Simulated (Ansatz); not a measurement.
Predict the output of the script below (Ansatz 0.2.0 through its Python package).

The script, `run_tae.py`:
```python
"""Energy to split C2H4Te into its atoms."""

from collections import Counter

import ansatz
from ase import Atoms


def total_energy(molecule, charge=0, unpaired=0):
    calc = molecule.calculation().basis(gaussian="def2-SVP").functional("pbe0")
    if charge:
        calc = calc.charge(charge)
    if unpaired:
        calc = calc.spin("collinear", total=unpaired)
    return calc.run(threads=1).report["free_energy_ev"]

atoms = Atoms(["C", "C", "Te", "H", "H", "H", "H"], positions=[
    (-0.8731, 0.3556, -0.4273),
    (0.0374, 0.3029, 0.475),
    (0.9217, -1.5603, 0.8778),
    (-1.1779, -0.4666, -0.9881),
    (-1.3816, 1.353, -0.6643),
    (0.3668, 1.2041, 1.0154),
    (2.168, -1.2567, -0.3342),
])
system = ansatz.Crystal.molecule_from_ase(atoms)

# Hund ground states
unpaired = {"C": 2, "Te": 2, "H": 1}
counts = Counter(site.symbol for site in system.cartesian_sites)
atom_energy = {s: total_energy(ansatz.Crystal.molecule().atom(s, (0, 0, 0)), 0, unpaired[s]) for s in counts}
whole = total_energy(system, 0, 0)
for s, e in atom_energy.items():
    print(f"{s:2s} x{counts[s]}  {e:14.5f} eV")
print(f"C2H4Te: {whole:.5f} eV")
split = sum(counts[s] * e for s, e in atom_energy.items()) - whole
print(f"atomisation energy (no zero-point term): {96.485332 * split:.1f} kJ/mol, {split / sum(counts.values()):.3f} eV an atom")
```

Running `python run_tae.py` prints:
```text
C  x2     -1027.52001 eV
Te x1     -7292.27012 eV
H  x4       -13.61361 eV
C2H4Te: -9426.83005 eV
atomisation energy (no zero-point term): 2418.5 kJ/mol, 3.581 eV an atom
```

2418.5 kJ/mol from the electronic energies, without the zero-point term.

Caveats:
- The settings weren't tested for convergence.
- The geometry is a force-field or estimated start, not a minimum of this method, and the basis set is short of its limit. All parts are taken at fixed geometry, without zero-point energy.
- def2 sets replace the cores of elements past krypton by effective core potentials.
- The spin-orbit lowering of heavy atoms is left out.
- It ran for 3.7 s on 1 thread of Intel(R) Xeon(R) Platinum 8259CL CPU @ 2.50GHz (Skylake/Cascade Lake) (shared host), peak memory 0.22 GiB.

(Lines on the test bed's own set-up are left out of the output.)
